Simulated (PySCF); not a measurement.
# C7H7F (2-methyl-1-fluorobenzene): the cost of one run

Computed with PySCF 2.14.0, with density-fitted response routines of our own, on a single molecule, in the gas phase or a continuum. Atoms are numbered from 0 throughout.

### Step 1. The molecule as given

15 atoms, charge 0, multiplicity 1; geometry from: GFN2-xTB. The atoms were then displaced at random by about 0.01 Å, so the start is not that level's minimum.

Bonds of the start (Å): C0–C1 1.52, C1–C2 1.40, C2–C3 1.33, C3–C4 1.41, C4–C5 1.37, C5–C6 1.39, C6–F7 1.35, C6–C1 1.38, C0–H8 1.05, C0–H9 1.08, C0–H10 1.10, C2–H11 1.09, C3–H12 1.13, C4–H13 1.09, C5–H14 1.09.

### Step 2. Geometry optimisation at PBE0-D3(BJ)/def2-TZVP

What the job is given:

```
{"job": {"xc": "PBE0", "basis": "def2-TZVP", "d3": "d3bj", "grid": 2, "shake": 0.01, "kind": "geom"}, "charge": 0, "multiplicity": 1}
C      2.204280     0.324380     0.025230
C      0.695660     0.142140    -0.002460
C     -0.217360     1.202150    -0.014320
C     -1.531160     0.987090    -0.016120
C     -2.067330    -0.312030    -0.025420
C     -1.196830    -1.376170    -0.018440
C      0.175500    -1.138760    -0.008380
F      1.029150    -2.187390    -0.016840
H      2.653610    -0.210550    -0.761860
H      2.594080    -0.014380     0.972740
H      2.424060     1.398960    -0.080840
H      0.190410     2.215940     0.001060
H     -2.269560     1.835790    -0.026960
H     -3.146520    -0.474720    -0.010850
H     -1.553340    -2.409830    -0.023770
```

On the command line:

```sh
$ OMP_NUM_THREADS=2 python probes_run.py task.json out
```

One launch serves the whole session: the jobs run in the order shown.

Q: Estimate the wall time and peak memory of this first job on 2 threads of AMD EPYC, shared host.

About 6.3 min, with a peak of 1.7 GiB.
